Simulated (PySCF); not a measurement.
**A diatomic session: NiBr**

The task here is to estimate one member of a computed series from the others.

The runs use PySCF 2.14.0; Ni def2-TZVPPD, Br def2-TZVPPD, no relativity.

Set-up of the first run:

Settings of the job:

| Item | Value |
| --- | --- |
| atoms | Ni, Br |
| charge | 0 |
| basis | Ni def2-TZVPPD, Br def2-TZVPPD |
| Hamiltonian | no relativity |
| basis functions | 124 |
| electrons treated | 63 |
| masses in u | 57.9353, 78.9183 |
| levels | PBE0, PBE, r²SCAN, TPSS, r²SCAN0, M06-L, B97-3, PW91, CAM-B3LYP, HF, MP2, SCS-MP2 |
| grid | 80 radial by 434 angular points |
| occupations | held fixed by the projection of orbital angular momentum |
| dissociation limit | Ni + Br, each in its ground configuration |
| starting distance in angstrom | 2.170 |
| values of 2S to try | 1, 3, 5 |

On the command line:

```
OMP_NUM_THREADS=2 python dia.py task.json out
```

Steps of the session up to this table: Input; First curve: PBE0; Other states along the same grid; PBE (GGA); r²SCAN; TPSS (meta-GGA); r²SCAN0; M06-L; B97-3; PW91; CAM-B3LYP; UHF (mean field).

One table of the session follows, with a row left open; its other results are not shown here.

It belongs to the step «Constants by level of theory». 

| level | Re (Å) | ωe (cm⁻¹) | De (eV) | μ (D) |
| --- | --- | --- | --- | --- |
| UHF | 2.365 | 285.5 | 1.81 | -3.12 |
| UHF-MP2 | 2.276 | 302 | 2.37 | n/a |
| UHF-SCS-MP2 | 2.296 | 296.6 | 2.08 | n/a |
| PBE | 2.271 | 270.3 | 3.11 | -0.01 |
| PW91 | ? | ? | ? | ? |
| TPSS | 2.269 | 275.2 | 3.02 | -0.34 |
| r²SCAN | 2.254 | 292.1 | 2.75 | -0.61 |
| M06-L | 2.270 | 282.5 | 2.60 | -0.44 |
| PBE0 | 2.265 | 296.6 | 2.51 | -1.32 |
| r²SCAN0 | 2.267 | 302 | 2.36 | -1.74 |
| B97-3 | 2.295 | 285.6 | 2.21 | -1.50 |
| CAM-B3LYP | 2.259 | 301 | 2.27 | -1.40 |

Q: Estimate the row for PW91 from the others.

The run gave: Re (Å): 2.268; ωe (cm⁻¹): 271.3; De (eV): 3.15; μ (D): -0.01. In the column «Re (Å)» it lies between r²SCAN0 (2.267) and TPSS (2.269).

De is counted to Ni + Br in their ground configurations.

Limits of these values: At some levels the lowest empty orbital lies below the highest filled one (the two can be of opposite spin).
